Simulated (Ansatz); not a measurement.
# WAu (F-43m) in Ansatz: a series of runs

One crystal, WAu, is run at these levels: PBE, LDA; tasks: single point, relaxation of cell and atoms.

Everything below comes from runs of Ansatz 0.2.0. Logs are shortened: lines on timing, memory, paths and dates and some standing lists are left out, and cuts for length are marked.

**1. The crystal as given**

Symmetry: F-43m, No. 216, cubic system. Conventional cell: a = 5.496 Å, b = 5.496 Å, c = 5.496 Å, α = 90.00°, β = 90.00°, γ = 90.00°. W (site symmetry -43m) is surrounded by 4 Au at 2.38 Å. Au (site symmetry -43m) is surrounded by 4 W at 2.38 Å.

The cell was built by a generator and needn't be a form met in nature.

**2. Single point, PBE**

Contents of input.yaml:

```yaml
crystal:
  lattice:
    - [0.0, 2.74797926, 2.74797926]
    - [2.74797926, 0.0, 2.74797926]
    - [2.74797926, 2.74797926, 0.0]
  atoms:
    - { symbol: W, position: [0.0, 0.0, 0.0] }
    - { symbol: Au, position: [0.75, 0.75, 0.75] }
hamiltonian:
  xc: pbe
  pseudopotentials: { kind: paw }
kpoints:
  mp_grid: { grid: [8, 8, 8] }
scf:
  occupations: { method: gaussian, width: 0.011 }
output:
  forces: true
  stress: true
  eigenvalues: true
  write_density: true
  write_potential: true
  elf: true
  volumetric_format: npy
```

Potentials or basis: Ansatz PAW.

The run is started by

```
$ ansatz run input.yaml --threads 2 --pin off --max-ram 5632MiB --backend cpu --events-out ev --progress --plain --runs-dir out
```

What it wrote:

```text
Warning: RAYON_NUM_THREADS=2 ignored (pool sized by the plan → 2); use --threads N
Engine: ansatz 0.2.0, aarch64-unknown-linux-gnu
Pseudopotentials: kind: paw
Pseudopotential: W, paw, valence charge 14, recommended cutoff 420 eV (normal), W.paw.azcp
Pseudopotential: Au, paw, valence charge 19, recommended cutoff 420 eV (normal), Au.paw.azcp
Functional definition: PBE
  parameter kappa = 0.804
  parameter beta = 0.06672455060314922
  exchange = pbe_x(kappa = kappa, mu = beta*pi^2/3)
  correlation = pbe_c(beta = beta)
Crystal: 2 atoms, lattice volume = 41.502 Å³
Basis set: ecut = 420 eV, 869 PW (Γ), exchange–correlation on 54×54×54 points (8 copies of the dense FFT grid, shifted against one another)
Bands: 21, of which v1, the nominal top of the filled ones, is band 17 counted from 1 (16 counted from 0)
Symmetry: 24 space group operations
Space group: F-43m (ITA 216), of the structure as read, at distance tolerance 3.5e-5 Å
k-points: 29 of 512 (time reversal used)
Non-local potential: W, projectors of the file, l = 0: 3, l = 1: 2, l = 2: 2, l = 3: 1
Non-local potential: Au, projectors of the file, l = 0: 3, l = 1: 2, l = 2: 2, l = 3: 1
PAW form: soft (Blöchl's): semilocal exchange-correlation on the pseudo side does not see the compensation charge
PAW one-centre angular grid: W, 590 points (default); XC on 64 Gauss nodes
PAW one-centre angular grid: Au, 590 points (default); XC on 64 Gauss nodes
Initial density: superposition of atomic densities (neutral atoms: chi_scale 0, normalization atom), corrected by the library's trained network
Initial wavefunctions: pseudopotential atomic-orbital guess
Functional: x = pbe(κ = 0.804, μ = 0.2195149727645171), c = pbe(β = 0.06672455060314922)
SCF iter   1: F=—  HF=-23529.644872 eV  |F-HF|=—  |Δ(HF+E_count)|=         —  Δρ=1.04e-2  dr2=6.63e-2  ethr=1.77e-3  ⟨swp⟩=6.2  Hψ=2743  notcnv=0
preconditioner: auto → none  [insulator: Δε(μ)=0.091 eV  Ē_g=8.031 eV  σ=0.011 eV  W_gap=0.53  n_scr=14 (ndim 8)  ℏωp=23.8 eV  f_vac=0.000  D(μ)=8.11/eV (n_scr^D=168)  ε∞_Penn≈9.8]
SCF iter   2: F=—  HF=-23529.633589 eV  |F-HF|=—  |Δ(HF+E_count)|=   1.13e-2  Δρ=3.82e-3  dr2=7.21e-3  ethr=2.01e-4  ⟨swp⟩=2.0  Hψ=958  notcnv=0  defer=13
SCF iter   3: F=—  HF=-23529.632438 eV  |F-HF|=—  |Δ(HF+E_count)|=   1.15e-3  Δρ=6.74e-4  dr2=1.21e-4  ethr=2.18e-5  ⟨swp⟩=2.0  Hψ=815  notcnv=0  defer=13
SCF iter   4: F=—  HF=-23529.632455 eV  |F-HF|=—  |Δ(HF+E_count)|=   1.77e-5  Δρ=5.67e-5  dr2=6.51e-7  ethr=3.66e-7  ⟨swp⟩=2.0  Hψ=840  notcnv=0  defer=13
SCF iter   5: F=—  HF=-23529.632451 eV  |F-HF|=—  |Δ(HF+E_count)|=   4.41e-6  Δρ=1.71e-5  dr2=5.36e-8  ethr=1.97e-9  ⟨swp⟩=2.0  Hψ=1076  notcnv=0  defer=13
SCF iter   6: F=-23529.632451 eV  HF=-23529.632451 eV  |F-HF|=5.82e-10  |Δ(HF+E_count)|=   1.61e-8  Δρ=3.79e-6  dr2=3.82e-9  ethr=1.62e-10  ⟨swp⟩=7.6  Hψ=3838  notcnv=0
SCF 1 converged in 6 iterations: F = -23529.632451 eV  dr2 = 3.82e-9
SCF converged after 6 iterations
Free energy (F): -23529.632451 eV
Harris-Foulkes:  -23529.632451 eV  (|F-HF|=5.82e-10)
Internal energy: -23529.632183 eV  (E = F + TS)
E sigma→0 (E₀):  -23529.632317 eV
Entropy (-TS):   -0.000268 eV (-0.134 meV/atom)
Fermi energy:    16.394822 eV
--- Per-component energies (eV) ---
  E_band       = -487.055321
  E_kinetic    = 1059.493751
  E_local      = -3366.971285  (includes V_loc(G=0)·N_el)
  E_nonlocal   = 71.446730
  E_hartree    = 1374.341857
  E_xc         = -496.274966
  E_vxc        = -515.894465  (∫ρ·V_xc dr)
  E_paw        = -18267.284549  (= ΣΔE_a)
  E_vpaw       = -483.811426  (= ΣTr[D̂ρ^β])
  E_aug_tail   = 0.001295  (compensation charges beyond the density's cutoff)
  E_ewald      = -3904.385016
  E_smearing   = -0.000268  (= −TS)
  E_closure    = 0.000000  (closes the sum)
  Σ components = -23529.632451   (vs F -23529.632451, Δ=0.00e0)
--- Forces (eV/Å), atoms counted from 1 ---
  atom   1  W     -0.00000000     0.00000000    -0.00000000
  atom   2  Au     0.00000000    -0.00000000     0.00000000
  max |Σ_I F_I| component: 1.30e-16 eV/Å
--- Stress (GPa, compression-positive) ---
       32.693186       0.000000      -0.000000
        0.000000      32.693186       0.000000
       -0.000000       0.000000      32.693186
  P = ⅓ Tr σ = 32.6932 GPa (326.932 kbar)
--- Band table (eV; the first three rows and the last of 29) ---
  k-point 0: bands = ["-91.1674", "-57.5229", "-42.5806", "-42.5806", "-42.5806", "-21.8699", "-21.8699", "-21.8699", "7.9373", "9.7499", "9.7499", "10.0954", "10.0954", "10.0954", "15.5751", "15.5751", "15.5751", "18.5607", "18.5607", "25.6486", "28.1833"]
  k-point 1: bands = ["-91.1674", "-57.5233", "-42.5809", "-42.5809", "-42.5797", "-21.8738", "-21.8689", "-21.8689", "8.2175", "9.6586", "9.6586", "10.0555", "10.2174", "10.2174", "15.2517", "15.6407", "15.6407", "18.4940", "18.4940", "25.8483", "26.3779"]
  k-point 2: bands = ["-91.1674", "-57.5242", "-42.5816", "-42.5816", "-42.5775", "-21.8831", "-21.8665", "-21.8665", "8.9096", "9.6142", "9.6142", "10.0384", "10.3113", "10.3113", "14.6184", "15.8368", "15.8368", "18.3622", "18.3622", "23.1463", "25.7600"]
  k-point 28: bands = ["-91.1674", "-57.5265", "-42.5863", "-42.5851", "-42.5675", "-21.9003", "-21.8692", "-21.8569", "9.1933", "9.2383", "9.8235", "10.4376", "10.5521", "12.1013", "14.6441", "15.1699", "17.6303", "18.5646", "18.9560", "19.1832", "19.5351"]
```

Wall time 1.4 s (2 threads of Arm Neoverse V2, shared host); peak memory 0.32 GiB.

Results:

| Item | Value |
| --- | --- |
| Free energy | -23529.6325 eV |
| Pressure | 32.7 GPa |
| Band gap on the k mesh | none (metal or under the smearing width) |

Levels at points of the mesh, in eV from the Fermi level:
```csv
k point,band 14,band 15,band 16,band 17,band 18,band 19,band 20,band 21
"(0.00, 0.00, 0.00)",-6.30,-0.82,-0.82,-0.82,2.17,2.17,9.25,11.79
"(0.00, 0.00, -0.50)",-5.54,-2.17,-0.18,-0.18,1.86,1.86,2.66,8.88
"(0.00, -0.50, -0.50)",-4.17,-3.16,0.42,1.51,2.03,2.03,3.72,3.77
```

Caveat: a pressure of tens of GPa on the cell as given is suspect, and the run, the potentials or the cell itself is likely at fault. Spin-orbit coupling is left out, which matters for the levels of Au, W.

**3. Relaxation of cell and atoms, PBE**

input.yaml, as its differences from that of step 2:

```diff
@@ -14,3 +14,3 @@
 scf:
-  occupations: { method: gaussian, width: 0.011 }
+  occupations: { method: fermi_dirac, width: 0.05 }
 output:
@@ -19,5 +19,5 @@
   eigenvalues: true
-  write_density: true
-  write_potential: true
-  elf: true
-  volumetric_format: npy
+relax:
+  f_tol: 0.01
+  max_steps: 40
+  cell: { stress_tol: 0.05 }
```

Potentials or basis: Ansatz PAW.

The run is started by

```
$ ansatz run input.yaml --threads 2 --pin off --max-ram 5632MiB --backend cpu --events-out ev --progress --plain --runs-dir out
```

It took 8.8 s on 2 threads of Arm Neoverse V2, shared host; peak memory 0.34 GiB.

The run converged. Its results:

| Property | Result |
| --- | --- |
| Free energy | -23530.3115 eV |
| Relaxed volume | 24.63 Å³/atom |
| Relaxed cell | a = 4.114 Å, b = 4.114 Å, c = 4.114 Å, α = 60.00°, β = 60.00°, γ = 60.00° |
| Space group after relaxing (to 0.05 Å) | F-43m (No. 216) |
| Energy gained by relaxing | 335.3 meV/atom |
| Ionic steps | 7 |
| Pressure after relaxing | 0.0 GPa |
| Band gap on the k mesh | none (metal or under the smearing width) |

Step by step:
```tsv
step	energy change (eV)	largest force (eV/Å)	volume (Å³)
1	0.0000	0.0000	41.50
2	-0.6523	0.0000	47.87
3	-0.6668	0.0000	48.87
4	-0.6678	0.0000	49.22
5	-0.6706	0.0000	49.22
6	-0.6706	0.0000	49.25
7	-0.6706	0.0000	49.25
```

Final structure:
```xyz
2
Lattice="0.0000 2.9093 2.9093 2.9093 0.0000 2.9093 2.9093 2.9093 0.0000" Properties=species:S:1:pos:R:3 pbc="T T T"
W     0.0000    0.0000    0.0000
Au    4.3640    4.3640    4.3640
```

Levels at points of the mesh, in eV from the Fermi level:
| k point | band 14 | band 15 | band 16 | band 17 | band 18 | band 19 | band 20 | band 21 |
| --- | --- | --- | --- | --- | --- | --- | --- | --- |
| (0.00, 0.00, 0.00) | -5.62 | -0.74 | -0.74 | -0.74 | 1.52 | 1.52 | 8.37 | 11.04 |
| (0.00, 0.00, -0.50) | -4.96 | -1.83 | -0.26 | -0.26 | 1.36 | 1.36 | 1.99 | 7.75 |
| (0.00, -0.50, -0.50) | -3.99 | -2.75 | 0.37 | 1.25 | 1.46 | 1.46 | 2.71 | 3.38 |

Caveat: the volume moved by over 15 % at a fixed basis, so the end points are rough; the plane-wave basis is chosen anew once the cell has moved, so the energies of steps on either side of that aren't comparable. Spin-orbit coupling is left out, which matters for the levels of Au, W.

**4. Relaxation of cell and atoms, LDA**

input.yaml, as its differences from that of step 3:

```diff
@@ -9,3 +9,3 @@
 hamiltonian:
-  xc: pbe
+  xc: lda
   pseudopotentials: { kind: paw }
@@ -19,2 +19,6 @@
   eigenvalues: true
+  write_density: true
+  write_potential: true
+  elf: true
+  volumetric_format: npy
 relax:
```

The run is started by

```
$ ansatz run input.yaml --threads 2 --pin off --max-ram 5632MiB --backend cpu --events-out ev --progress --plain --runs-dir out
```

Run time: 6.4 s. Hardware: 2 threads of Arm Neoverse V2, shared host; peak memory 0.33 GiB.

The run converged. Its results:

```yaml
Free_energy: -22990.7955 eV
Relaxed_volume: 23.23 Å³/atom
Relaxed_cell: a = 4.035 Å, b = 4.035 Å, c = 4.035 Å, α = 60.00°, β = 60.00°, γ = 60.00°
Space_group_after_relaxing_to_0.05_Å: F-43m (No. 216)
Energy_gained_by_relaxing: 155.2 meV/atom
Ionic_steps: 5
Pressure_after_relaxing: 0.0 GPa
Band_gap_on_the_k_mesh: none (metal or under the smearing width)
```

Step by step:
| step | energy change (eV) | largest force (eV/Å) | volume (Å³) |
| --- | --- | --- | --- |
| 1 | 0.0000 | 0.0000 | 41.50 |
| 2 | -0.2896 | 0.0000 | 47.87 |
| 3 | -0.3083 | 0.0000 | 46.73 |
| 4 | -0.3091 | 0.0000 | 46.46 |
| 5 | -0.3103 | 0.0000 | 46.46 |

Final structure:
```
CELL_PARAMETERS angstrom
0.00000 2.85342 2.85342
2.85342 0.00000 2.85342
2.85342 2.85342 0.00000
ATOMIC_POSITIONS crystal
W 0.00000 0.00000 0.00000
Au 0.75000 0.75000 0.75000
```

Levels at points of the mesh, in eV from the Fermi level:
```csv
k point,band 14,band 15,band 16,band 17,band 18,band 19,band 20,band 21
"(0.00, 0.00, 0.00)",-5.83,-0.79,-0.79,-0.79,1.71,1.71,8.66,11.30
"(0.00, 0.00, -0.50)",-5.18,-1.95,-0.25,-0.25,1.50,1.50,2.17,8.17
"(0.00, -0.50, -0.50)",-4.10,-2.91,0.37,1.33,1.62,1.62,3.00,3.50
```

Caveat: the plane-wave basis is chosen anew once the cell has moved, so the energies of steps on either side of that aren't comparable; the PAW data sets come from PBE, with cores solved anew for the run's functional, which leaves a small shift of forces and pressure.

**5. The runs side by side**

```csv
task,level,cell,smearing,gap on the mesh (eV),pressure (GPa),relaxed volume (Å³/atom)
single point,PBE,as given,gaussian 0.011 eV,none,32.7,-
relaxation of cell and atoms,PBE,relaxed,fermi-dirac 0.05 eV,none,0.0,24.63
relaxation of cell and atoms,LDA,relaxed,fermi-dirac 0.05 eV,none,0.0,23.23
```

Alike in all rows: potentials or basis Ansatz PAW; no spin polarisation; k mesh 8 × 8 × 8; cutoff (eV) 420.

Caveats: the plane-wave basis is chosen anew once the cell has moved, so the energies of steps on either side of that aren't comparable (some runs); a pressure of tens of GPa on the cell as given is suspect, and the run, the potentials or the cell itself is likely at fault (some runs); the volume moved by over 15 % at a fixed basis, so the end points are rough (some runs); the PAW data sets come from PBE, with cores solved anew for the run's functional, which leaves a small shift of forces and pressure (some runs).

Total energies depend on the potentials used, so only differences within one code and one set of settings carry meaning.
